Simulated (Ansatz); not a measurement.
# C₂H₅FOSi: a ladder of functionals and wavefunction methods

Aim: compute C₂H₅FOSi with functionals from several rungs and with coupled cluster. The yardstick is the atomisation energy at the CCSD(T) limit.

Program: Ansatz 0.2.0, Gaussian basis. Level of theory: functionals in def2-TZVPP, the program's frozen cores in correlated methods. These are calculated values, not measurements.

Levels to be run: PBE-D4, r2SCAN-D4, PBE0-D4, B3LYP-D4, ωB97X-V, ωB97M-V, B2PLYP; CCSD(T)/def2-TZVPP; MP2/def2-QZVPP; extrapolation to the limit.

## 1. Structure used throughout

All runs share one geometry, relaxed beforehand with PBE0-D4 in a triple-zeta def2 set.

SMILES `C=C(F)O[SiH3]`, 10 atoms, charge 0, spin multiplicity 1.

Atoms are counted from 1 here; the program's logs count them from 0.

Bond lengths: C1–C2 1.321 Å, C1–H6 1.079 Å, C1–H7 1.079 Å, C2–F3 1.343 Å, C2–O4 1.324 Å, O4–Si5 1.672 Å, Si5–H8 1.478 Å, Si5–H9 1.482 Å, Si5–H10 1.482 Å. Angles: C2–C1–H6 119.9°, C2–C1–H7 119.6°, H6–C1–H7 120.5°, C1–C2–F3 121.3°, C1–C2–O4 126.7°, F3–C2–O4 112.0°, C2–O4–Si5 126.6°, O4–Si5–H8 103.5°, O4–Si5–H9 110.5°, O4–Si5–H10 110.6°, H8–Si5–H9 110.9°, H8–Si5–H10 110.9°, H9–Si5–H10 110.3°.

## 2. PBE-D4 (GGA)

Input file in.yaml:

```yaml
crystal:
  periodic: [false, false, false]
  atoms:
    - {symbol: C, position_ang: [-1.329934, 0.838819, 1.430757]}
    - {symbol: C, position_ang: [-0.314082, 0.429771, 0.692545]}
    - {symbol: F, position_ang: [0.951983, 0.742551, 1.012991]}
    - {symbol: O, position_ang: [-0.379922, -0.304243, -0.406953]}
    - {symbol: Si, position_ang: [0.908979, -0.822395, -1.337652]}
    - {symbol: H, position_ang: [-1.149186, 1.436406, 2.310197]}
    - {symbol: H, position_ang: [-2.335681, 0.570950, 1.147390]}
    - {symbol: H, position_ang: [0.263963, -1.591538, -2.422424]}
    - {symbol: H, position_ang: [1.811254, -1.686792, -0.541311]}
    - {symbol: H, position_ang: [1.655927, 0.335373, -1.882641]}
basis:
  gaussian: {orbitals: def2-TZVPP}
hamiltonian: {xc: pbe, dispersion: d4}
output: {forces: true, orbitals: {seedname: orbitals}}
```

The run is started by

```
ansatz run in.yaml --threads 4 --pin off --events-out ev --progress --plain --max-ram 10444MiB
```

Further steps of the session: r2SCAN-D4 (meta-GGA); PBE0-D4 (hybrid); B3LYP-D4 (hybrid); ωB97X-V (range-separated); ωB97M-V (range-separated); B2PLYP (double hybrid); CCSD(T) in def2-TZVPP; MP2 in def2-QZVPP.

**Question.** What will the summary of the whole plan be? Wanted: atomisation energy, CCSD(T)/CBS; farthest; mean size of error, hybrid; mean size of error, range-separated; gap, smallest and largest; T1 diagnostic; triples share of the correlation energy.

**Answer**, as computed:

```
                               quantity                                           value
        atomisation energy, CCSD(T)/CBS                                   3813.1 kJ/mol
 functionals within 19.1 kJ/mol (0.5 %)  r2SCAN-D4, PBE0-D4, B3LYP-D4, ωB97X-V, ωB97M-V
                               farthest                           PBE-D4 (+82.8 kJ/mol)
             mean size of error, hybrid                                      2.9 kJ/mol
    mean size of error, range-separated                                     14.0 kJ/mol
              gap, smallest and largest            4.90 eV (PBE-D4), 11.38 eV (ωB97X-V)
                          T1 diagnostic                                          0.0123
triples share of the correlation energy                                           3.6 %
```

PBE-D4 is off by +82.8 kJ/mol. Double hybrids carry the basis error of their MP2 part in triple zeta, and no dispersion term here, so their miss is partly the set-up's. Misses under about 19.1 kJ/mol are within the doubt on the reference itself, which lacks core-valence correlation, relativity and higher excitations. Hartree-Fock recovers 72 % of the binding; the rest is correlation. Orbital gaps span 4.9 to 11.4 eV; exact exchange widens them.
